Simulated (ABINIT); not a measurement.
Crystal: PdPt.

```
Pt Pd
1.0
     1.38340    0.79871    4.56037
    -1.38340    0.79871    4.56037
     0.00000   -1.59741    4.56037
Pt Pd
1 1
Direct
  0.50000 0.50000 0.50000
  0.00000 0.00000 0.00000
```

The cell comes from a database or a generator and needn't be the stable form of this composition.

- Program: ABINIT 10.8.3 (patched build)
- Task: relaxation of cell and atoms
- Functional: PBEsol
- Potentials or basis: JTH PAW PBE v2.0
- Cutoff: 599 eV
- k mesh: 9 × 9 × 9
- Occupations: fermi-dirac, width 0.05 eV
- Spin: no spin polarisation

At the start: pressure -5.4 GPa; volume 15.12 Å³/atom.

Question: Where does the relaxation end?

Answer: Over 5 steps the energy falls by 6.2 meV/atom and the volume is 14.77 Å³/atom (-2.3 %); space group R-3m (No. 166, to 0.05 Å).

The path:
```tsv
step	energy change (eV)	largest force (eV/Å)	pressure (GPa)	volume (Å³)
1	0.0000	0.0000	-5.44	30.23
2	-0.0112	0.0000	-1.61	29.73
3	-0.0123	0.0000	0.11	29.53
4	-0.0124	0.0000	0.08	29.53
5	-0.0125	0.0000	0.01	29.54
```

Final structure:
```
Pt Pd
1.0
     1.37537    0.79407    4.50724
    -1.37537    0.79407    4.50724
     0.00000   -1.58814    4.50724
Pt Pd
1 1
Direct
  0.50000 0.50000 0.50000
  0.00000 0.00000 0.00000
```

Caveat: the PAW data sets were made with another functional, which shifts forces and pressure a little.
